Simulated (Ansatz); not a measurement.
Molecular dynamics of Mg9O8

The input (input.yaml):

```yaml
accuracy: low
crystal:
  lattice:
    - [0.0, 3.916, 3.916]
    - [3.916, 0.0, 3.916]
    - [3.916, 3.916, 0.0]
  atoms:
    - { symbol: Mg, position: [-0.02932874, 0.0874953, -0.02900192] }
    - { symbol: O, position: [0.24839948, 0.25732075, 0.24870699] }
    - { symbol: Mg, position: [0.00528723, -0.00587102, 0.50890895] }
    - { symbol: O, position: [0.27850304, 0.23692068, 0.74370047] }
    - { symbol: Mg, position: [-0.02129703, 0.48056203, -0.01973413] }
    - { symbol: O, position: [0.25762795, 0.74310325, 0.25844645] }
    - { symbol: Mg, position: [-0.01951349, 0.48770266, 0.54819111] }
    - { symbol: O, position: [0.28684982, 0.73244713, 0.72243746] }
    - { symbol: Mg, position: [0.50832201, -0.00575577, 0.00553722] }
    - { symbol: O, position: [0.74340858, 0.23686718, 0.27870193] }
    - { symbol: Mg, position: [0.50035138, -0.00039114, 0.49947806] }
    - { symbol: O, position: [0.73836007, 0.2481502, 0.73843656] }
    - { symbol: Mg, position: [0.54955638, 0.48726486, -0.0205113] }
    - { symbol: O, position: [0.72539551, 0.73110475, 0.28505893] }
    - { symbol: Mg, position: [0.50147548, 0.4843915, 0.50143657] }
    - { symbol: O, position: [0.74007377, 0.77653711, 0.74033912] }
    - { symbol: Mg, position: [0.10650846, 0.65995724, 0.10295521] }
basis:
  ecutwfc: 420.0
kpoints:
  mp_grid: { grid: [2, 2, 2] }
hamiltonian:
  xc: pbe
  dispersion: d3bj
  pseudopotentials: { kind: paw, azcp: { folder: soft_1 } }
scf:
  occupations: { method: fermi_dirac, width: 0.02 }
  lower_state_search: "off"
md:
  timestep: 1.5
  n_steps: 300
  ensemble: nvt_nose_hoover
  temperature: 1500.0
  initial_velocities: maxwell_boltzmann
  seed: 627116
  nose_hoover: { tau: 50.0, chain_length: 5 }
```

Run as:

```bash
$ ansatz run input.yaml --threads 1 --pin off --max-ram 3072MiB --backend cpu --events-out ev --progress --plain --runs-dir out
```

It starts from a partly relaxed structure (largest force component 0.07 eV/Å).

Output, in part (step lines):

```
md step     0: t =     0.00 fs  T =  1500.0 K  F+E_penalty+E_count = -21854.75832907 eV  E_kin = 3.102240 eV  conserved = -21851.65608910 eV  (10 SCF iters)
md step    33: t =    49.50 fs  T =   846.9 K  F+E_penalty+E_count = -21852.67704894 eV  E_kin = 1.751603 eV  conserved = -21851.63944577 eV  (6 SCF iters)
md step    34: t =    51.00 fs  T =   845.5 K  F+E_penalty+E_count = -21852.64138878 eV  E_kin = 1.748695 eV  conserved = -21851.63867622 eV  (6 SCF iters)
md step    35: t =    52.50 fs  T =   889.5 K  F+E_penalty+E_count = -21852.70092745 eV  E_kin = 1.839597 eV  conserved = -21851.63937134 eV  (5 SCF iters)
md step    36: t =    54.00 fs  T =   973.9 K  F+E_penalty+E_count = -21852.84430464 eV  E_kin = 2.014237 eV  conserved = -21851.64157305 eV  (5 SCF iters)
md step    37: t =    55.50 fs  T =  1082.5 K  F+E_penalty+E_count = -21853.03646103 eV  E_kin = 2.238871 eV  conserved = -21851.64469738 eV  (4 SCF iters)
md step    38: t =    57.00 fs  T =  1191.5 K  F+E_penalty+E_count = -21853.22726587 eV  E_kin = 2.464137 eV  conserved = -21851.64783372 eV  (5 SCF iters)
md step    39: t =    58.50 fs  T =  1275.9 K  F+E_penalty+E_count = -21853.36552645 eV  E_kin = 2.638701 eV  conserved = -21851.65013937 eV  (4 SCF iters)
[... lines left out ...]
```

The steps, from the saved trajectory:

```csv
time (fs),T (K),potential energy less start (eV),conserved less start (meV/atom)
0.0,1500,0.000,0.00
15.0,526,2.055,0.74
30.0,700,1.870,0.76
45.0,1025,1.597,0.59
60.0,1317,1.346,0.29
75.0,765,2.729,0.98
90.0,1276,1.933,0.82
105.0,921,2.939,1.05
120.0,1468,2.123,0.44
135.0,1486,2.447,0.92
150.0,1301,3.142,1.15
165.0,1372,3.240,1.34
180.0,1648,2.917,1.38
195.0,1787,2.753,1.04
210.0,1563,3.272,1.29
225.0,1901,2.591,1.04
240.0,1355,3.623,1.39
255.0,1906,2.358,1.00
270.0,1123,3.755,1.40
285.0,1413,2.962,1.17
300.0,1692,2.032,0.80
315.0,968,2.982,1.26
330.0,1088,2.256,0.98
345.0,1258,1.626,0.68
360.0,647,2.783,1.15
375.0,1123,1.856,0.76
390.0,1011,2.249,0.85
405.0,1057,2.470,1.03
420.0,1652,1.671,0.66
435.0,1010,3.328,1.44
450.0,1429,2.836,1.13
```

All steps were run. The conserved energy stayed within 1.7 meV per atom of its start (net change 1.1 meV per atom), so the integration is sound. The mean temperature of the second half is 16 % below the set value. A run of 0.45 ps of so small a system gives no equilibrium averages. Limits of this set-up: coarse k mesh, low accuracy level.

Mean squared displacements from the first frame to the last, about the centre of mass: Mg 0.06 Å², O 0.07 Å².

Last frame:

```xyz
17
Lattice="0.0000 3.9160 3.9160 3.9160 0.0000 3.9160 3.9160 3.9160 0.0000" Properties=species:S:1:pos:R:3
Mg 0.058 -0.154 0.167
O 1.730 1.723 1.934
Mg 1.865 2.005 0.063
O 3.806 3.805 1.990
Mg 1.845 -0.095 1.822
O 4.072 1.761 4.144
Mg 4.258 2.030 1.807
O 5.994 3.986 3.879
Mg -0.147 1.804 2.080
O 2.066 3.983 3.825
Mg 1.901 4.008 2.001
O 3.904 5.766 3.788
Mg 1.703 2.234 3.893
O 3.982 3.874 6.014
Mg 3.989 3.848 3.950
O 5.976 5.809 5.805
Mg 3.029 1.259 2.842
```

Time of the run: 9.5 min on 1 thread of Intel(R) Xeon(R) 6975P-C (Granite Rapids) (shared host), peak memory 0.5 GiB.
